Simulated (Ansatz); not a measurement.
Input of an Ansatz 0.2.0 run:

input.yaml

```yaml
crystal:
  lattice:
    - [1.4527740273, 0.8387594757, 11.6660546018]
    - [-1.4527740273, 0.8387594757, 11.6660546018]
    - [0.0, -1.6775189515, 11.6660546018]
  atoms:
    - { symbol: Au, position: [0.606668, 0.606668, 0.606668] }
    - { symbol: Au, position: [0.202283, 0.202283, 0.202283] }
    - { symbol: Au, position: [0.797717, 0.797717, 0.797717] }
    - { symbol: Au, position: [0.393332, 0.393332, 0.393332] }
    - { symbol: Co, position: [0.0, 0.0, 0.0], spin: 2.0 }
hamiltonian:
  xc: pbesol
  pseudopotentials: { kind: paw }
magnetization:
  spin_polarized: true
kpoints:
  mp_grid: { grid: [11, 11, 11] }
scf:
  occupations: { method: fermi_dirac, width: 0.05 }
output:
  forces: true
  stress: true
  eigenvalues: true
relax:
  f_tol: 0.01
  max_steps: 40
  cell: { stress_tol: 0.05 }
```

Potentials or basis: Ansatz PAW.

Command:

```console
$ ansatz run input.yaml --threads 2 --pin off --max-ram 5632MiB --backend cpu --events-out ev --progress --plain --runs-dir out
```

Question: Predict the relaxed cell.

Answer: a = 11.528 Å, b = 11.528 Å, c = 11.528 Å, α = 14.13°, β = 14.13°, γ = 14.13°.

Question: Predict the net moment.

Answer: 1.75 μB per cell.

The path:
```
step  energy change (eV)  largest force (eV/Å)  volume (Å³)
   1              0.0000                0.0156        85.29
   2             -0.1943                0.0172        80.53
   3             -0.2018                0.0035        79.30
   4             -0.2020                0.0022        79.49
   5             -0.2020                0.0003        79.50
   6             -0.1998                0.0003        79.50
```

Caveat: the plane-wave basis is chosen anew once the cell has moved, so the energies of steps on either side of that aren't comparable; the PAW data sets come from PBE, with cores solved anew for the run's functional, which leaves a small shift of forces and pressure. The run has no spin-orbit coupling, so splittings on Au are missing.
